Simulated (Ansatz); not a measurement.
SiC, space group F-43m, a single point from a YAML input

Program: the Ansatz DFT code, driven from Python.

The cells in order, each with its output:

**Cell 1**
```python
import warnings

import ansatz as az
import numpy as np
```

**Cell 2**
```python
INPUT = """
crystal:
  lattice:
    - [0.0, 2.179, 2.179]
    - [2.179, 0.0, 2.179]
    - [2.179, 2.179, 0.0]
  atoms:
    - { symbol: Si, position: [0.0, 0.0, 0.0] }
    - { symbol: C, position: [0.25, 0.25, 0.25] }
kpoints:
  mp_grid: { grid: [7, 7, 7] }
hamiltonian:
  xc: pbe
scf:
  occupations: { method: fixed }
basis:
  ecutwfc: 420
output:
  forces: true
  stress: true
"""
```

**Cell 3**
```python
warnings.simplefilter("ignore", az.DeckWarning)
```

**Cell 4**
```python
res = az.Session.from_yaml(INPUT).plan().execute()
data = res.report
```

**Cell 5**
```python
data["kpoints_frac"][:4]
```
Output:
```text
[[0.0, 0.0, 0.0], [0.0, 0.0, 0.14285714285714285], [0.0, 0.0, 0.2857142857142857],
 [0.0, 0.0, 0.42857142857142855]]
```

**Cell 6**
```python
type(res).__name__, type(data).__name__
```
Output:
```text
('RunOutcome', 'dict')
```

**Cell 7**
```python
energy = data["free_energy_ev"]
print("SiC: {:.6f} eV = {:.6f} Ry = {:.6f} Ha".format(energy, energy / 13.605693, energy / 27.211386))
print("Fermi level {:.4f} eV, {} k-points, {} symmetry operations".format(data["fermi_energy_ev"], data["n_kpoints"], data["n_symmetry_ops"]))
```
Output:
```text
SiC: -887.153586 eV = -65.204586 Ry = -32.602293 Ha
Fermi level 9.4824 eV, 20 k-points, 24 symmetry operations
```

**Cell 8**
```python
# forces in eV per angstrom
print("forces (eV/A)")
for site, force in zip(res.lattice.sites, data["forces_ev_ang"]):
    print(f"  {site.symbol:2s} {force[0]:9.4f} {force[1]:9.4f} {force[2]:9.4f}")
```
Output:
```text
forces (eV/A)
  Si    0.0000   -0.0000   -0.0000
  C    -0.0000    0.0000    0.0000
```

**Cell 9**
```python
# pressure is a third of the trace
stress = np.array(data["stress_gpa"])
print(f"pressure {np.trace(stress) / 3:.3f} GPa")
print("stress tensor, GPa, positive in compression")
np.round(stress, 3) + 0.0
```
Output:
```text
pressure 3.280 GPa
stress tensor, GPa, positive in compression
array([[3.28, 0.  , 0.  ],
       [0.  , 3.28, 0.  ],
       [0.  , 0.  , 3.28]])
```

Absolute energies stand on the zero of these potentials, so only differences at equal settings mean something. A total without «per atom» is that of the cell as typed. With fixed filling the reported Fermi level is the top filled level among the k-points of the SCF. An absolute Fermi energy rests on an arbitrary zero of the periodic potential and has no direct meaning. The structure is a deposited one; some such entries were measured under pressure or heat, so a shift against it needn't be the functional's error alone. Hardware and time: 0.7 s on 1 thread of Arm Neoverse V2, with other jobs on the host, peak memory 0.31 GiB.

(Lines on the test bed's own set-up are left out of the output.)
